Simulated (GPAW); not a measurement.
# InSb3: single point with TB-mBJ

The system is InSb3.

```
Sb In
1.0
     4.80637    0.00000    0.00000
     0.00000    4.80637    0.00000
     0.00000    0.00000    4.80637
Sb In
3 1
Cartesian
  2.4032 2.4032 0.0000
  0.0000 2.4032 2.4032
  2.4032 0.0000 2.4032
  0.0000 0.0000 0.0000
```

The cell comes from a database or a generator and needn't be the stable form of this composition.

```json
{"Program": "GPAW 26.7.0", "Task": "single point", "Functional": "TB-mBJ", "Potentials or basis": "GPAW PAW data sets for LDA (gpaw-data 1.2.1)", "Cutoff": "600 eV", "Basis": "pw", "k mesh": "6 × 6 × 6", "Occupations": "fermi-dirac, width 0.05 eV", "Spin": "no spin polarisation", "Maxiter": "150"}
```

```json
{
 "Band gap on the k mesh": "none (metal or under the smearing width)"
}
```

Levels at points of the mesh, in eV from the Fermi level:
| k point | band 27 | band 28 | band 29 | band 30 | band 31 | band 32 |
| --- | --- | --- | --- | --- | --- | --- |
| (0.00, 0.00, 0.00) | -3.37 | 0.41 | 0.41 | 0.41 | 1.83 | 1.83 |
| (0.50, 0.00, 0.00) | -2.10 | -2.10 | -1.14 | -0.79 | 2.04 | 2.16 |
| (0.50, 0.50, 0.00) | -1.58 | -1.36 | -1.16 | -1.16 | -0.37 | 1.17 |
| (0.50, 0.50, 0.50) | -4.96 | -4.58 | 3.53 | 3.53 | 3.57 | 3.57 |

Run time: 3.4 min on 1 thread of Arm Neoverse V2, with other jobs on the host, peak memory 0.42 GiB.

Caveat: a model potential gives levels but no total energy. The run has no spin-orbit coupling, so splittings on Sb are missing.
